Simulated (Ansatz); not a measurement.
# AsSe4: the cost of one run

Computed with Ansatz 0.2.0 (DFT PBE, scalar-relativistic, plane waves, PAW, unless a step's input says otherwise).

2 further runs of the same task are left out: 1 that didn't finish, 1 set aside as unsound or not needed.

### Step 1. The structure to begin with

Symmetry: I-43m, No. 217, cubic system. Conventional cell: a = 7.009 Å, b = 7.009 Å, c = 7.009 Å, α = 90.00°, β = 90.00°, γ = 90.00°. As (site symmetry -43m) is surrounded by 4 Se at 2.12 Å. Around Se (site symmetry 3m) lie 1 As at 2.12 Å.

Coordinates:

```
As Se
1.0
    -3.50435    3.50435    3.50435
     3.50435   -3.50435    3.50435
     3.50435    3.50435   -3.50435
As Se
1 4
Direct
  0.00000 0.00000 0.00000
  0.34960 0.34960 0.34960
  0.65040 0.00000 0.00000
  0.00000 0.00000 0.65040
  0.00000 0.65040 0.00000
```

The cell is invented: species swapped into a database cell of GeF4 (I-43m, No. 217), with As on the Ge sites and Se on the F sites. Its size is a rough estimate.

### Step 2. The guess as it stands, on a coarse mesh

File input.yaml:

```yaml
crystal:
  lattice:
    - [-3.50434565, 3.50434565, 3.50434565]
    - [3.50434565, -3.50434565, 3.50434565]
    - [3.50434565, 3.50434565, -3.50434565]
  atoms:
    - { symbol: As, position: [0.0, 0.0, 0.0] }
    - { symbol: Se, position: [0.34959999, 0.34959999, 0.34959999] }
    - { symbol: Se, position: [0.65040001, 0.0, 0.0] }
    - { symbol: Se, position: [0.0, 0.0, 0.65040001] }
    - { symbol: Se, position: [0.0, 0.65040001, 0.0] }
basis:
  ecutwfc: 420
kpoints:
  mp_grid: { grid: [4, 4, 4] }
hamiltonian:
  xc: pbe
scf:
  occupations: { method: gaussian, width: 0.1 }
  lower_state_search: "off"
output:
  forces: true
  stress: true
  eigenvalues: true
```

Run with:

```sh
$ ansatz run input.yaml --threads 1 --pin off --max-ram 2560MiB --backend cpu --events-out ev --progress --plain --runs-dir out
```

**Question.** How long does this run take on 1 thread of Intel Xeon at 2.50GHz (Skylake/Cascade Lake), shared host, and how much memory does it need?

About 8.8 s, with a peak of 0.42 GiB.
